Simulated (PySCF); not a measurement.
**IO₃Cl: structure of the singlet**

Aim: relax IO₃Cl as a singlet from a B3LYP minimum start, check by its vibrations whether the end is a minimum, and collect its spectrum and constants.

Method: B3LYP, basis I def2-SVP with ECP28, O def2-SVP, Cl def2-SVP, scalar-relativistic core potentials, no spin–orbit coupling, density fitting; program: PySCF 2.14.0.

### 1 The system as given

5 atoms, charge 0, spin multiplicity 1.

Bond lengths: I1–O2 1.805 Å, I1–O3 1.805 Å, I1–O4 1.805 Å, I1–Cl5 2.409 Å. Angles: O2–I1–O3 114.8°, O2–I1–O4 114.8°, O2–I1–Cl5 103.4°, O3–I1–O4 114.8°, O3–I1–Cl5 103.4°, O4–I1–Cl5 103.4°.

Z-matrix (Å, degrees; charge 0 multiplicity 1):
```
I
O  1 1.8055
O  1 1.8055 2 114.78
O  1 1.8055 2 114.78 3 -136.20
Cl 1 2.4089 2 103.42 3 111.90
```

### 2 First SCF at the start

One driver script runs all steps and calls PySCF; scf.py shows how it sets up the SCF of each step. The optimiser is the driver's own. After this first run the driver tries any further starts and a stability analysis.

scf.py reads:

```python
from pyscf import gto, scf, dft
mol = gto.M(atom='''
I     -0.264443    -0.000630     0.154567
O     -0.185936     1.519504     1.125546
O     -1.512446    -0.001707    -1.150141
O     -0.180343    -1.522276     1.122707
Cl     1.815270     0.004328    -1.061023''',
    basis={'I': 'def2-SVP', 'O': 'def2-SVP', 'Cl': 'def2-SVP'},
    ecp={'I': 'def2-SVP'},
    charge=0, spin=0)
mf = dft.RKS(mol, xc='B3LYP')
mf.grids.atom_grid = (50, 194)
aux = {'I': 'def2-universal-JKFIT', 'O': 'def2-universal-JKFIT', 'Cl': 'def2-universal-JKFIT'}
mf = mf.density_fit(auxbasis=aux)
mf.conv_tol = 1e-08
mf.diis_space = 10
mf.max_cycle = 60
mf.init_guess = 'minao'
mf.verbose = 4
mf.kernel()
```

Command:

```sh
$ OMP_NUM_THREADS=2 python axn.py task.json out
```

Log:

```text
init E= -952.255220716162
cycle= 1 E= -976.59807502422  delta_E= -24.3  |g|= 4.46  |ddm|= 9.46
  HOMO = -0.0839441957269886  LUMO = 0.214739647181408  gap/eV = 8.12760
cycle= 2 E= -886.069526215332  delta_E= 90.5  |g|= 9.99  |ddm|= 20.9
  HOMO = -0.0208053567007245  LUMO = -0.00169942585368567  gap/eV = 0.51990
cycle= 3 E= -978.54005731997  delta_E= -92.5  |g|= 3.51  |ddm|=   20
  HOMO = -0.11597412250929  LUMO = -0.0937753635224745  gap/eV = 0.60406
cycle= 4 E= -981.581125848425  delta_E= -3.04  |g|= 2.37  |ddm|= 6.24
  HOMO = -0.265870964313857  LUMO = -0.184798824371484  gap/eV = 2.20609
cycle= 5 E= -982.676026947574  delta_E= -1.09  |g|= 0.947  |ddm|= 1.74
  HOMO = -0.2938303572868  LUMO = -0.183205856902966  gap/eV = 3.01025
cycle= 6 E= -982.885640729285  delta_E= -0.21  |g|= 0.751  |ddm|= 1.47
  HOMO = -0.297466402646815  LUMO = -0.19546304809969  gap/eV = 2.77565
cycle= 7 E= -982.793136253073  delta_E= 0.0925  |g|= 1.03  |ddm|=  1.3
  HOMO = -0.353252490616937  LUMO = -0.202566599095867  gap/eV = 4.10037
cycle= 8 E= -983.022799198088  delta_E= -0.23  |g|= 0.0739  |ddm|= 0.881
  HOMO = -0.350672852266503  LUMO = -0.197850725017972  gap/eV = 4.15850
cycle= 9 E= -983.023936152654  delta_E= -0.00114  |g|= 0.0301  |ddm|= 0.0896
  HOMO = -0.350220269386378  LUMO = -0.19823044896777  gap/eV = 4.13585
cycle= 10 E= -983.023898786969  delta_E= 3.74e-05  |g|= 0.0337  |ddm|= 0.0463
  HOMO = -0.349998634158991  LUMO = -0.198231499949934  gap/eV = 4.12979
cycle= 11 E= -983.024132117491  delta_E= -0.000233  |g|= 0.00924  |ddm|= 0.0295
  HOMO = -0.349221310688973  LUMO = -0.197897308866921  gap/eV = 4.11774
cycle= 12 E= -983.024156392377  delta_E= -2.43e-05  |g|= 0.00107  |ddm|= 0.0111
  HOMO = -0.349309908116363  LUMO = -0.197990910782643  gap/eV = 4.11760
cycle= 13 E= -983.024156672931  delta_E= -2.81e-07  |g|= 0.000321  |ddm|= 0.00157
  HOMO = -0.34927012943209  LUMO = -0.197943586501346  gap/eV = 4.11780
cycle= 14 E= -983.024156698696  delta_E= -2.58e-08  |g|= 4.65e-05  |ddm|= 0.000429
  HOMO = -0.34927355513522  LUMO = -0.197947060778532  gap/eV = 4.11780
cycle= 15 E= -983.024156699229  delta_E= -5.33e-10  |g|= 1.67e-05  |ddm|= 6.51e-05
  HOMO = -0.349277292809932  LUMO = -0.197946808036313  gap/eV = 4.11791
Extra cycle  E= -983.024156698855  delta_E= 3.74e-10  |g|= 4.25e-05  |ddm|= 6.9e-05
converged SCF energy = -983.024156698855
```

This step, with its further starts and checks, ran for 8.2 s (2 threads of Arm Neoverse N1, shared host).

The test of internal stability found no lower closed-shell solution.

### 3 B3LYP minimum start, singlet: relaxation

The program finds C3v symmetry in the start, which this walk keeps.

scf.py, as its differences from that of step 2:

```diff
@@ -3,5 +3,5 @@
-I     -0.264443    -0.000630     0.154567
-O     -0.185936     1.519504     1.125546
-O     -1.512446    -0.001707    -1.150141
-O     -0.180343    -1.522276     1.122707
-Cl     1.815270     0.004328    -1.061023''',
+I     -0.263818    -0.000629     0.154201
+O     -0.185311     1.519505     1.125181
+O     -1.511821    -0.001706    -1.150506
+O     -0.179718    -1.522274     1.122342
+Cl     1.815895     0.004329    -1.061388''',
@@ -18 +17,0 @@
-mf.init_guess = 'minao'
```

The optimiser's trace:

```csv
step,energy (Eh),change (kJ/mol),largest symmetric gradient (Eh/bohr)
0,-983.024157,0.00,0.00036
1,-983.024157,0.00,0.00002
```

The walk took 7.5 s.

Geometry (Å) and forces (eV/Å) at some steps:

```
step 0
I   -0.264  -0.001   0.154   0.025  -0.001   0.001
O   -0.185   1.520   1.125  -0.017  -0.003  -0.003
O   -1.512  -0.002  -1.151   0.012   0.000  -0.008
O   -0.180  -1.522   1.122  -0.018   0.004  -0.002
Cl   1.816   0.004  -1.061  -0.002   0.001   0.012
step 1
I   -0.263  -0.001   0.154   0.006  -0.001   0.011
O   -0.186   1.519   1.125  -0.011   0.002  -0.002
O   -1.512  -0.002  -1.150   0.013   0.000  -0.015
O   -0.180  -1.522   1.122  -0.012  -0.002  -0.002
Cl   1.816   0.004  -1.062   0.005   0.001   0.009
```

After 1 steps and 0.0 kJ/mol it ends at C3v: I–Cl 2.408 Å, I–O 1.805 Å (×3); Cl–I–O 103.5° (×3), O–I–O 114.7° (×3).

### 4 Hessian and properties

On the finer grid the gradient is checked again; gradients at displacements of ±0.02 bohr then give force constants and infrared intensities.

scf.py, as its differences from that of step 3:

```diff
@@ -3,5 +3,5 @@
-I     -0.263818    -0.000629     0.154201
-O     -0.185311     1.519505     1.125181
-O     -1.511821    -0.001706    -1.150506
-O     -0.179718    -1.522274     1.122342
-Cl     1.815895     0.004329    -1.061388''',
+I     -0.264446    -0.000630     0.154568
+O     -0.185942     1.519504     1.125550
+O     -1.512452    -0.001707    -1.150137
+O     -0.180350    -1.522276     1.122711
+Cl     1.815278     0.004328    -1.061028''',
@@ -12 +12 @@
-mf.grids.atom_grid = (50, 194)
+mf.grids.atom_grid = (75, 302)
@@ -15 +15 @@
-mf.conv_tol = 1e-08
+mf.conv_tol = 1e-10
```

The driver hands on the density of the step before, so the log starts near convergence.

SCF at the final geometry:

```text
init E= -983.024161763409
  HOMO = -0.349274813436517  LUMO = -0.197950520592038  gap/eV = 4.11774
cycle= 1 E= -983.024161763409  delta_E= -2.27e-13  |g|= 4.21e-07  |ddm|= 5.98e-07
  HOMO = -0.349274811993414  LUMO = -0.197950546857953  gap/eV = 4.11774
Extra cycle  E= -983.024161763404  delta_E= 4.55e-12  |g|= 1.38e-06  |ddm|= 1.49e-06
converged SCF energy = -983.024161763404
```

The whole step took 68 s.

Geometry: C3v; I–Cl 2.409 Å, I–O 1.805 Å (×3); Cl–I–O 103.4° (×3), O–I–O 114.8° (×3).

Harmonic modes (main isotopes):

| symmetry | ω (cm⁻¹) | IR (km/mol) | μ (u) | type |
| --- | --- | --- | --- | --- |
| e | 168 | 2.4 | 19.39 | bend |
| a1 | 246 | 20.7 | 19.41 | bend |
| e | 265 | 52.2 | 18.32 | bend |
| a1 | 341 | 77.2 | 40.11 | mixed |
| a1 | 796 | 14.4 | 16.33 | stretch |
| e | 850 | 87.7 | 18.62 | stretch |

No imaginary mode, so this is a minimum.

Properties at this point:

```yaml
Dipole_moment: 1.02 D
Highest_occupied_level: -9.50 eV
Lowest_empty_level: -5.39 eV
Rotational_constants: 0.1139, 0.06343, 0.06343 cm⁻¹
Zero-point_energy: 23.6 kJ/mol
Principal_polarisabilities: 44.4, 44.4, 63.1 bohr³
Atomisation_energy_without_zero-point_energy: 649 kJ/mol
Principal_traceless_quadrupole_moments_about_the_centre_of_mass: -3.09, -3.09, 6.18 D Å
Entropy_at_298.15_K_and_1_bar: 331.1 J/(mol K)
Heat_capacity_Cp_at_298.15_K: 85.1 J/(mol K)
Enthalpy_at_298.15_K_above_0_K: 18.40 kJ/mol
Rotational_symmetry_number: 3
```

Populations by atom (charges in e):

| atom | Mulliken | Löwdin | polar tensor | Mayer order to I1 |
| --- | --- | --- | --- | --- |
| I1 | 1.57 | 1.61 | 1.93 | – |
| O2,3,4 | -0.47 | -0.50 | -0.51 | 1.46 |
| Cl5 | -0.18 | -0.12 | -0.41 | 0.73 |

Mulliken populations on I1 (outside its core potential): s 3.60, p 9.10, d 10.73.

### 5 Results

| quantity | value |
| --- | --- |
| minimum | singlet, C3v |
| geometry | I–Cl 2.409 Å, I–O 1.805 Å (×3); Cl–I–O 103.4° (×3), O–I–O 114.8° (×3) |
| wavenumbers (cm⁻¹) | 168 (e), 246 (a1), 265 (e), 341 (a1), 796 (a1), 850 (e) |
| dipole moment | 1.02 D |
| highest occupied, lowest empty level | -9.50, -5.39 eV |
| polar-tensor charge of I1 | +1.93 e |
| zero-point energy | 23.6 kJ/mol |
| entropy at 298.15 K | 331.1 J/(mol K) |
| atomisation energy (no zero-point energy) | 649 kJ/mol |

The molecule stays C3v, as typed, and the end point is a minimum. The strongest infrared band lies at 850 cm⁻¹ (e, stretch). Only this shape and spin were tried, so other structures or states may lie lower. Spin–orbit coupling is left out.

The search up to here took 83 s.
